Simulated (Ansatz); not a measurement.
# CH₄BLiSi (SMILES [Li][B]=C[SiH3]): functionals against CCSD(T) at one geometry

One table from this session's results is given with a row withheld; the runs are named, their logs left out.

Method: single points in def2-TZVPP; program: Ansatz 0.2.0, Gaussian basis.

Cores are frozen in the correlated methods. The outer core shell of Li, Na, Mg and K is correlated. B3LYP uses VWN-RPA correlation.

## The starting structure

SMILES `[Li][B]=C[SiH3]`, 8 atoms, charge 0, spin multiplicity 1.

Atoms are counted from 1 here; the program's logs count them from 0.

Bond lengths: Li1–B2 2.037 Å, B2–C3 1.384 Å, C3–Si4 1.831 Å, C3–H5 1.029 Å, Si4–H6 1.548 Å, Si4–H7 1.585 Å, Si4–H8 1.372 Å. Angles: Li1–B2–C3 176.6°, B2–C3–Si4 119.5°, B2–C3–H5 126.5°, Si4–C3–H5 113.9°, C3–Si4–H6 110.0°, C3–Si4–H7 110.7°, C3–Si4–H8 116.7°, H6–Si4–H7 106.9°, H6–Si4–H8 104.4°, H7–Si4–H8 107.6°.

Geometry (Å):

```
atom    x (Å)    y (Å)    z (Å)
 Li1  -1.7369   2.6704   1.6291
  B2  -0.4913   1.5756   0.4466
  C3   0.2972   0.7728  -0.3595
 Si4   0.2126  -1.0474  -0.1791
  H5   0.9894   1.0917  -1.0516
  H6  -0.1575  -1.6960  -1.5346
  H7   1.6226  -1.6349   0.2429
  H8  -0.7212  -1.5366   0.6983
```

Set-up of the first run:

run/in.yaml

```yaml
crystal:
  periodic: [false, false, false]
  atoms:
    - {symbol: Li, position_ang: [-1.736900, 2.670400, 1.629100]}
    - {symbol: B, position_ang: [-0.491300, 1.575600, 0.446600]}
    - {symbol: C, position_ang: [0.297200, 0.772800, -0.359500]}
    - {symbol: Si, position_ang: [0.212600, -1.047400, -0.179100]}
    - {symbol: H, position_ang: [0.989400, 1.091700, -1.051600]}
    - {symbol: H, position_ang: [-0.157500, -1.696000, -1.534600]}
    - {symbol: H, position_ang: [1.622600, -1.634900, 0.242900]}
    - {symbol: H, position_ang: [-0.721200, -1.536600, 0.698300]}
basis:
  gaussian: {orbitals: def2-TZVPP}
correlation: {method: ccsd_t}
output: {forces: true}
```

No record of the launch command was kept for these runs.

Among the steps run: CCSD(T)/def2-TZVPP; PBE0-D4/def2-TZVPP; wB97M-V/def2-TZVPP; r2SCAN-D4/def2-TZVPP; PBE-D4/def2-TZVPP; B3LYP-D4/def2-TZVPP; LC-wPBE/def2-TZVPP.

One of the session's tables, all rows but one given; the rest of the session is left out.

```
   method  RMS force component (eV/Å)  angle to CCSD(T) forces (°)  dipole (D)
  CCSD(T)                       1.130                    reference        8.15
  PBE0-D4                           ?                            ?           ?
  wB97M-V                       1.136                          9.8        8.18
r2SCAN-D4                       1.135                          7.3        7.96
   PBE-D4                       1.150                          7.1        7.66
 B3LYP-D4                       1.118                          8.0        7.95
  LC-wPBE                       1.184                         12.7        8.26
```

Estimate the missing values for PBE0-D4.

**Answer.** RMS force component (eV/Å): 1.146; angle to CCSD(T) forces (°): 8.1; dipole (D): 7.98. In the column «RMS force component (eV/Å)» it lies between wB97M-V (1.136) and PBE-D4 (1.150).
